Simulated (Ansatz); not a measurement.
# EuAl2Ga2: the cost of one run

All numbers below are computed with Ansatz 0.2.0 (DFT PBEsol, scalar-relativistic, plane waves, PAW).

1 further run of the same task is left out (set aside as unsound or not needed).

**1. The structure to begin with**

The cell holds 21 atoms (Al8Eu4Ga8Li): a = 5.972 Å, b = 5.972 Å, c = 10.896 Å, α = 90.00°, β = 90.00°, γ = 90.00°.

Coordinates:

```xyz
21
Lattice="-4.2228 -4.2228 0.0000 4.2228 -4.2228 0.0000 0.0000 0.0000 10.8958" Properties=species:S:1:pos:R:3 pbc="T T T"
Al    0.0000   -2.1114    2.7239
Al    2.1114   -4.2228    8.1718
Al    0.0000   -6.3341    2.7239
Al   -2.1114   -4.2228    8.1718
Al    2.1114   -4.2228    2.7239
Al    0.0000   -2.1114    8.1718
Al   -2.0871   -4.1604    2.6238
Al    0.0000   -6.3341    8.1718
Eu   -0.0020   -4.1683   -0.0777
Eu   -2.1114   -2.1114    5.4479
Eu   -4.2227   -4.2457   -0.0007
Eu   -2.1114   -6.3341    5.4479
Ga    2.0887   -2.0862    1.2919
Ga    0.0000    0.0000    6.6741
Ga   -2.2010   -2.0608    1.3358
Ga    0.0000   -4.2228    6.6741
Ga    2.1114   -2.1114    9.6695
Ga    0.0000    0.0000    4.2217
Ga   -2.1114   -2.1114    9.6695
Ga    0.0000   -4.2228    4.2217
Li   -2.1407   -4.1980    0.3685
```

The host was relaxed before at PBEsol: a = 4.223 Å, b = 4.223 Å, c = 10.896 Å, α = 90.00°, β = 90.00°, γ = 90.00° (conventional cell), 19.429 Å³/atom.

Places, in fractions of the supercell: Li as an interstitial at (0.750, 0.250, 0.036). Its neighbours start displaced at random, with a spread of 0.05 Å in each coordinate.

**2. The perfect crystal in the supercell of 20 atoms**

File input.yaml:

```yaml
crystal:
  lattice:
    - [-4.2227547144, -4.2227547144, 0.0]
    - [4.2227547144, -4.2227547144, 0.0]
    - [0.0, 0.0, 10.8957551226]
  atoms:
    - { symbol: Al, position: [0.25, 0.25, 0.25] }
    - { symbol: Al, position: [0.25, 0.75, 0.75] }
    - { symbol: Al, position: [0.75, 0.75, 0.25] }
    - { symbol: Al, position: [0.75, 0.25, 0.75] }
    - { symbol: Al, position: [0.25, 0.75, 0.25] }
    - { symbol: Al, position: [0.25, 0.25, 0.75] }
    - { symbol: Al, position: [0.75, 0.25, 0.25] }
    - { symbol: Al, position: [0.75, 0.75, 0.75] }
    - { symbol: Eu, position: [0.5, 0.5, 0.0], spin: 7.42 }
    - { symbol: Eu, position: [0.5, 0.0, 0.5], spin: 7.42 }
    - { symbol: Eu, position: [1.0, 0.0, 0.0], spin: 7.42 }
    - { symbol: Eu, position: [1.0, 0.5, 0.5], spin: 7.42 }
    - { symbol: Ga, position: [0.0, 0.5, 0.1125410637] }
    - { symbol: Ga, position: [0.0, 0.0, 0.6125410637] }
    - { symbol: Ga, position: [0.5, 0.0, 0.1125410637] }
    - { symbol: Ga, position: [0.5, 0.5, 0.6125410637] }
    - { symbol: Ga, position: [0.0, 0.5, 0.8874589363] }
    - { symbol: Ga, position: [0.0, 0.0, 0.3874589363] }
    - { symbol: Ga, position: [0.5, 0.0, 0.8874589363] }
    - { symbol: Ga, position: [0.5, 0.5, 0.3874589363] }
basis:
  ecutwfc: 420
  xc_grid: 2
kpoints:
  mp_grid: { grid: [4, 4, 2], shift: [0.5, 0.5, 0.5] }
hamiltonian:
  xc: pbesol
scf:
  occupations: { method: gaussian, width: 0.05 }
  lower_state_search: "off"
output:
  forces: true
  stress: true
  eigenvalues: true
  populations: true
  hubbard: { sites: [{ species: Eu, l: f }] }
  write_density: true
  write_potential: true
  elf: true
  volumetric_format: npy
magnetization:
  spin_polarized: true
```

Started as:

```sh
ansatz run input.yaml --threads 8 --pin off --max-ram 14336MiB --backend cpu --events-out ev --progress --plain --runs-dir out
```

What time and memory should one allow on 8 threads of Arm Neoverse V1, shared host?

About 7 s, with a peak of 1.5 GiB.
